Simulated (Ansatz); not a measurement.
This script drives Ansatz 0.2.0, Python API.

Script `md.py`:
```python
"""A short Born-Oppenheimer trajectory of H3IOSi."""

import ansatz as az
import numpy as np

BASIS = "def2-SVP"
FUNCTIONAL = "PBE0"
N_STEPS = 20
TEMPERATURE_K = 200

GEOMETRY = """
O    -1.30700   -0.17790   -0.03770
Si    0.21220    0.29140    0.25870
I     1.59610   -1.13690   -1.13600
H    -1.39610   -0.83610   -0.69960
H     0.42310    1.70730   -0.12270
H     0.51380    0.08820    1.69130
"""

geometry = az.Crystal.molecule()
for line in GEOMETRY.strip().splitlines():
    symbol, *xyz = line.split()
    geometry = geometry.atom(symbol, [float(v) for v in xyz])

calc = (
    geometry.calculation()
    .basis(gaussian=BASIS)  # atom-centred Gaussian functions
    .functional(FUNCTIONAL)  # level of theory
    .md("nvt_nose_hoover", timestep=1.0, steps=N_STEPS, temperature=TEMPERATURE_K, initial_velocities="maxwell_boltzmann", seed=64, thermostat_time=50)
)
frames = []
calc.session().plan().execute(on_event=lambda e: frames.append(e["data"]) if e["event"] == "md_step" else None)
print("t (fs)   E_pot (eV)      E_kin (eV)   T (K)   d(0-1) (A)")
for f in frames[::3]:
    xyz = np.array(f["positions_ang"])
    print(f"{f['time_fs']:6.2f} {f['lagrangian_ev']:14.5f} {f['e_kin_ev']:10.5f} {f['temperature_k']:8.1f} {np.linalg.norm(xyz[0] - xyz[1]):9.4f}")
kept = np.array([f["conserved_ev"] for f in frames])
print(f"conserved energy moves by at most {1000 * np.ptp(kept):.3f} meV")
symbols = [site.symbol for site in geometry.cartesian_sites]
with open("last_frame.xyz", "w") as handle:
    handle.write(f"{len(symbols)}\nt = {frames[-1]['time_fs']} fs\n")
    handle.writelines("{:2s} {:10.5f} {:10.5f} {:10.5f}\n".format(s, *xyz) for s, xyz in zip(symbols, frames[-1]["positions_ang"]))
```

It is started by `python md.py`. How long does it take on 1 thread of Arm Neoverse V2, on a shared host, and how much memory does it need?

It took about 61 s, with a peak of 0.22 GiB, for 1 run of the engine.

```console
$ python md.py
t (fs)   E_pot (eV)      E_kin (eV)   T (K)   d(0-1) (A)
  0.00   -18066.92572    0.10341    200.0    1.6174
  3.00   -18066.93749    0.11439    221.2    1.6357
  6.00   -18066.94417    0.11947    231.1    1.6602
  9.00   -18066.90540    0.08238    159.3    1.6839
 12.00   -18066.88941    0.06689    129.4    1.6998
 15.00   -18066.91558    0.09115    176.3    1.7083
 18.00   -18066.92972    0.10593    204.9    1.7037
conserved energy moves by at most 2.462 meV
```

File `last_frame.xyz` afterwards:
```text
6
t = 20.0 fs
O    -1.39305   -0.17085    0.00541
Si    0.21993    0.28510    0.24423
I     1.60548   -1.13749   -1.13580
H    -1.61047   -0.57436   -0.86727
H     0.45379    1.66554   -0.20671
H     0.66657    0.00654    1.63627
```

Reading the output:
- Total energies depend on the basis set; only differences at equal settings carry meaning.
- The trajectory is only some femtoseconds long, so its temperature is not equilibrated; where the script doesn't relax first, it starts from a rough generated geometry.
- def2 sets replace the cores of elements past krypton by effective core potentials.
- The temperature counts the internal degrees of freedom alone.
- With hydrogen a step over 0.5 fs is long.

(Lines on the test bed's own set-up are left out of the output.)
